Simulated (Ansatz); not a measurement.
# Cd (fcc type): the cost of one run

Computed with Ansatz 0.2.0 (DFT, LDA, all-electron LAPW, scalar-relativistic, unless a step's input says otherwise).

This is Cd in the fcc structure; at room conditions it is hcp.

## Step 1: Starting point

The structure is cubic, space group Fm-3m (No. 225). The conventional cell has a = 3.962 Å, b = 3.962 Å, c = 3.962 Å, α = 90.00°, β = 90.00°, γ = 90.00°. Cd (site symmetry m-3m) has 12 Cd at 2.80 Å in its first shell of neighbours.

Structure file:

```cif
data_structure
_symmetry_space_group_name_H-M 'P 1'
_symmetry_Int_Tables_number 1
_cell_length_a 2.8014
_cell_length_b 2.8014
_cell_length_c 2.8014
_cell_angle_alpha 60.000
_cell_angle_beta 60.000
_cell_angle_gamma 60.000
_cell_volume 15.55
loop_
_atom_site_label
_atom_site_type_symbol
_atom_site_fract_x
_atom_site_fract_y
_atom_site_fract_z
_atom_site_occupancy
Cd1 Cd 0.00000 0.00000 0.00000 1
```

## Step 2: Fcc relaxed under pressure, LAPW

input.yaml

```yaml
crystal:
  lattice:
    - [0.0, 1.9808710675, 1.9808710675]
    - [1.9808710675, 0.0, 1.9808710675]
    - [1.9808710675, 1.9808710675, 0.0]
  atoms:
    - { symbol: Cd, position: [0.0, 0.0, 0.0] }
kpoints:
  mp_grid: { grid: [17, 17, 17] }
scf:
  occupations: { method: fermi_dirac, width: 0.08 }
hamiltonian:
  xc: lda
  pseudopotentials: { kind: all_electron, lapw: { basis_error: 0.0005 } }
output:
  forces: true
  stress: true
  eigenvalues: true
relax:
  f_tol: 0.005
  max_steps: 12
  cell: { p_target: 35.0, stress_tol: 0.03 }
```

On the command line:

```
> ansatz run input.yaml --threads 1 --pin off --max-ram 3584MiB --backend cpu --events-out ev --progress --plain --runs-dir out
```

**Question.** How long does this run take on 1 thread of Arm Neoverse V2, shared host, and how much memory does it need?

About 39 s, with a peak of 0.39 GiB.
